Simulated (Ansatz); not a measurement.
# CH3Hf: the cost of one run

The runs use Ansatz 0.2.0, Gaussian basis; def2-TZVPP, core rule «outside noble gas», up to 5 orbitals frozen.

Plan: UHF; CCSD(T) on ROHF; CCSD(T) on UHF; CCSDT(Q) on ROHF; CCSDT(Q) on UHF.

4 further runs of the same task are left out: 1 for a known fault of the program, 3 set aside as unsound or not needed.

## (1) The geometry

The geometry is a PBE0/def2-TZVP stationary point (not a proven minimum). No spin-orbit coupling is included. Elements past krypton take def2 core potentials.

5 atoms, charge 1, spin multiplicity 5.

Atoms are counted from 1 here; the program's logs count them from 0.

Bond lengths: Hf1–C2 2.568 Å, C2–H3 1.089 Å, C2–H4 1.089 Å, C2–H5 1.089 Å. Angles: Hf1–C2–H3 96.7°, Hf1–C2–H4 96.7°, Hf1–C2–H5 96.7°, H3–C2–H4 118.7°, H3–C2–H5 118.7°, H4–C2–H5 118.7°.

## (2) UHF

in.yaml reads:

```yaml
crystal:
  periodic: [false, false, false]
  atoms:
    - {symbol: Hf, position_ang: [-0.201276, -0.009575, 0.000108]}
    - {symbol: C, position_ang: [2.364017, 0.112457, -0.001273]}
    - {symbol: H, position_ang: [2.542367, -0.961543, 0.000607]}
    - {symbol: H, position_ang: [2.465721, 0.660227, 0.934085]}
    - {symbol: H, position_ang: [2.464875, 0.656809, -0.938715]}
basis:
  gaussian: {orbitals: def2-TZVPP}
total_charge: 1
magnetization: {spin_polarized: true, initial_magnetization: 4}
hamiltonian: {xc: hf}
output: {orbitals: {seedname: orbitals}}
```

Started as:

```
ansatz run in.yaml --threads 1 --pin off --events-out ev --progress --plain --max-ram 4096MiB --backend cpu
```

What time and memory should one allow on 1 thread of AMD EPYC 7R13, shared host?

About 20 s, with a peak of 0.27 GiB.
